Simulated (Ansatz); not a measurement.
# CH4BGaO2 (SMILES [OH][Ga]1[BH]O[CH2]1): levels of theory compared

We compute a comparison of 6 runs (HF/STO-3G, HF/3-21G, BHLYP/6-31G*, BLYP/6-31G*, PBE/6-31G*, wB97M-V/6-31G*) of CH4BGaO2. 

The calculation is run with Ansatz 0.2.0.

95 further runs of the same task are left out: 95 set aside as unsound or not needed. Runs told in other sessions of the task aren't counted.

### Step 1. The system as given

CH4BGaO2 has 9 atoms, charge 0, and is taken as a singlet. As SMILES, `[OH][Ga]1[BH]O[CH2]1`. The C5–H9 distance was set to 1.638 Å, away from the relaxed value. At this shape a bond of the SMILES string is far longer than usual.

Bond lengths: O1–Ga2 1.783 Å, Ga2–B3 2.109 Å, B3–O4 1.344 Å, Ga2–C5 2.048 Å, O4–C5 1.464 Å, O1–H6 0.960 Å, B3–H7 1.194 Å, C5–H8 1.092 Å. Some angles: O1–Ga2–B3 155.6°, O1–Ga2–C5 135.3°, B3–Ga2–C5 69.1°, Ga2–B3–O4 88.8°, B3–O4–C5 114.1°, Ga2–C5–O4 88.1°, Ga2–O1–H6 114.5°, Ga2–B3–H7 149.7°, O4–B3–H7 121.5°, Ga2–C5–H8 120.2°. A long bond or contact: C5–H9 1.638 Å.

### Step 2. The energy at HF/STO-3G (run 1)

molecule.yaml

```yaml
crystal:
  periodic: [false, false, false]
  atoms:
    - symbol: O
      position_ang: [0.332039, 2.841214, 0.031217]
    - symbol: Ga
      position_ang: [0.678939, 1.093314, -0.011383]
    - symbol: B
      position_ang: [1.772439, -0.635386, -0.523783]
    - symbol: O
      position_ang: [0.856239, -1.373286, 0.126417]
    - symbol: C
      position_ang: [-0.225361, -0.589686, 0.726417]
    - symbol: H
      position_ang: [-0.466161, 3.077814, 0.509317]
    - symbol: H
      position_ang: [2.710739, -1.139386, -1.062383]
    - symbol: H
      position_ang: [-0.231261, -0.784086, 1.801017]
    - symbol: H
      position_ang: [-1.644100, -1.108100, 0.092800]
basis:
  gaussian: {orbitals: STO-3G}
hamiltonian: {xc: hf}
accuracy: high
output: {orbitals: {seedname: orbitals}}
```

The run is started by

```sh
$ ansatz run molecule.yaml --threads 1 --pin off --max-ram 2610MiB --events-out events.jsonl --progress --plain --runs-dir runs
```

Output:

```text
Warning: RAYON_NUM_THREADS=1 ignored (pool sized by the plan → 1); use --threads N
Functional definition: HF
  name "HF"
  exchange = exact_x
  correlation = 0
780 factors; integrals over basis functions are off by at most 3.3e-8 eV
mean field evaluation 1: about -57481.6876 eV, gradient 3.1e1 eV
mean field evaluation 2: about -57481.8667 eV, gradient 3.1e1 eV
mean field evaluation 4: about -57485.8532 eV, gradient 3.4e0 eV
mean field evaluation 8: about -57485.9274 eV, gradient 1.2e-1 eV
mean field -57485.92770512 eV, -2112.5688778019 hartree, gradient 2.1e-8 eV, S^2 0.000000; 0 other end points of the search recorded, 0 dependent functions left out
reference -57485.92770512 eV, -2112.5688778019 hartree; 31, 31 occupied and 11, 11 virtual orbitals, 780 factors
Total energy: -57485.92770512 eV, -2112.5688778019 hartree
```

Wall time 0.77 s (1 thread of Arm Neoverse V1, shared host); peak memory 0.095 GiB.

### Step 3. The energy at HF/3-21G (run 2)

input.yaml

```yaml
crystal:
  periodic: [false, false, false]
  atoms:
    - {symbol: O, position_ang: [0.332039, 2.841214, 0.031217]}
    - {symbol: Ga, position_ang: [0.678939, 1.093314, -0.011383]}
    - {symbol: B, position_ang: [1.772439, -0.635386, -0.523783]}
    - {symbol: O, position_ang: [0.856239, -1.373286, 0.126417]}
    - {symbol: C, position_ang: [-0.225361, -0.589686, 0.726417]}
    - {symbol: H, position_ang: [-0.466161, 3.077814, 0.509317]}
    - {symbol: H, position_ang: [2.710739, -1.139386, -1.062383]}
    - {symbol: H, position_ang: [-0.231261, -0.784086, 1.801017]}
    - {symbol: H, position_ang: [-1.644100, -1.108100, 0.092800]}
basis:
  gaussian: {orbitals: 3-21G-spherical.json}
accuracy: high
hamiltonian: {xc: hf}
magnetization: {spin_polarized: false}
output: {orbitals: {seedname: orbitals}}
```

The basis set 3-21G is read from a file made from the Basis Set Exchange's data (not shown).

The run is started by

```sh
$ ansatz run input.yaml --threads 1 --pin off --max-ram 2610MiB --events-out events.jsonl --progress --plain --runs-dir runs
```

Output:

```text
Warning: RAYON_NUM_THREADS=1 ignored (pool sized by the plan → 1); use --threads N
[... 4 set-up lines as earlier in the session ...]
1400 factors; integrals over basis functions are off by at most 1.7e-8 eV
mean field evaluation 1: about -57880.0965 eV, gradient 4.0e1 eV
mean field evaluation 2: about -57880.4564 eV, gradient 4.1e1 eV
mean field evaluation 4: about -57884.1043 eV, gradient 3.0e0 eV
mean field evaluation 8: about -57884.1763 eV, gradient 3.1e-1 eV
mean field evaluation 16: about -57884.1769 eV, gradient 2.3e-8 eV
mean field -57884.17689394 eV, -2127.2042655479 hartree, gradient 4.4e-8 eV, S^2 0.000000; 0 other end points of the search recorded, 0 dependent functions left out
reference -57884.17689394 eV, -2127.2042655479 hartree; 31, 31 occupied and 35, 35 virtual orbitals, 1400 factors
Total energy: -57884.17689394 eV, -2127.2042655479 hartree
```

It took 1.4 s on 1 thread of Arm Neoverse V1, shared host; peak memory 0.16 GiB.

Runs 3 to 5 aren't shown in full; the table further down has their settings and results.

### Step 4. The energy at wB97M-V/6-31G(d) (spherical functions) (run 6)

job.yaml

```yaml
crystal:
  periodic: [false, false, false]
  atoms:
    - {symbol: O, position_ang: [0.332039, 2.841214, 0.031217]}
    - {symbol: Ga, position_ang: [0.678939, 1.093314, -0.011383]}
    - {symbol: B, position_ang: [1.772439, -0.635386, -0.523783]}
    - {symbol: O, position_ang: [0.856239, -1.373286, 0.126417]}
    - {symbol: C, position_ang: [-0.225361, -0.589686, 0.726417]}
    - {symbol: H, position_ang: [-0.466161, 3.077814, 0.509317]}
    - {symbol: H, position_ang: [2.710739, -1.139386, -1.062383]}
    - {symbol: H, position_ang: [-0.231261, -0.784086, 1.801017]}
    - {symbol: H, position_ang: [-1.644100, -1.108100, 0.092800]}
basis:
  gaussian:
    orbitals: 6-31G_st_-spherical.json
hamiltonian:
  xc: {name: wB97M-V}
accuracy: high
output:
  orbitals: {seedname: orbitals}
```

The basis set 6-31G* is read from a file made from the Basis Set Exchange's data (not shown).

The run is started by

```sh
$ ansatz run job.yaml --threads 1 --pin off --max-ram 2610MiB --events-out events.jsonl --progress --plain --runs-dir runs
```

Output (excerpt; [...] marks lines left out):

```text
Warning: RAYON_NUM_THREADS=1 ignored (pool sized by the plan → 1); use --threads N
Functional definition: wB97M-V
  name "wB97M-V"
[...]
  gx(w, u) = 1 - cx + cx01*u + cx10*w
  gss(w, u) = css00 + css04*u^4 + css10*w + css20*w^2 + css43*w^4*u^3
  gos(w, u) = cos00 + cos10*w + (cos20 + cos21*u)*w^2 + (cos60 + cos61*u)*w^6
[...]
      + integral(e_c_pw_mod_opposite_spin*gos(b97_w_opposite, b97_u_opposite)) + vv10(b, c)
2192 factors; integrals over basis functions are off by at most 5.0e-9 eV
407 factors; integrals over basis functions are off by at most 2.2e-9 eV
[...]
mean field -58236.05911700 eV, -2140.1356987312 hartree, gradient 2.5e-8 eV, S^2 0.000000; 0 other end points of the search recorded, 0 dependent functions left out
reference -58236.05912317 eV, -2140.1356989579 hartree; 31, 31 occupied and 65, 65 virtual orbitals, 2192 factors
Total energy: -58236.05912317 eV, -2140.1356989579 hartree
```

Wall time 2.2 min (1 thread of Arm Neoverse V1, shared host); peak memory 0.71 GiB.

### Step 5. Overview of the runs

```
run                                 level   energy (Eh)  HOMO energy (eV)  LUMO energy (eV)  HOMO–LUMO gap (eV)  wall time
  1                             HF/STO-3G  -2112.568878             -7.04              4.61               11.65     0.77 s
  2                              HF/3-21G  -2127.204266             -9.54              1.25               10.79      1.4 s
  3    BHLYP/6-31G* (spherical functions)  -2140.163644             -7.95             -0.89                7.06       13 s
  4     BLYP/6-31G* (spherical functions)  -2140.332724             -5.58             -2.41                3.17       11 s
  5      PBE/6-31G* (spherical functions)  -2139.777569             -5.73             -2.55                3.17       11 s
  6  wB97M-V/6-31G* (spherical functions)  -2140.135699             -8.99              0.15                9.14    2.2 min
```

### Step 6. Summary of results

```
            quantity           value
 run 6: total energy  -2140.13570 Eh
  run 6: HOMO energy        -8.99 eV
  run 6: LUMO energy         0.15 eV
run 6: HOMO–LUMO gap         9.14 eV
```

What this shows: The HOMO–LUMO gap runs from 3.17 eV (BLYP/6-31G*) to 11.65 eV (HF/STO-3G). The two ends differ in method and basis. Totals of different functionals can't be ranked against each other. In run 1 the basis is minimal, so the values are rough. In all runs a closed-shell determinant meets a far-stretched bond; if it breaks into open shells, such a determinant describes it badly, and no broken-symmetry solution was shown. All runs together took 2.8 min, the longest 2.2 min.
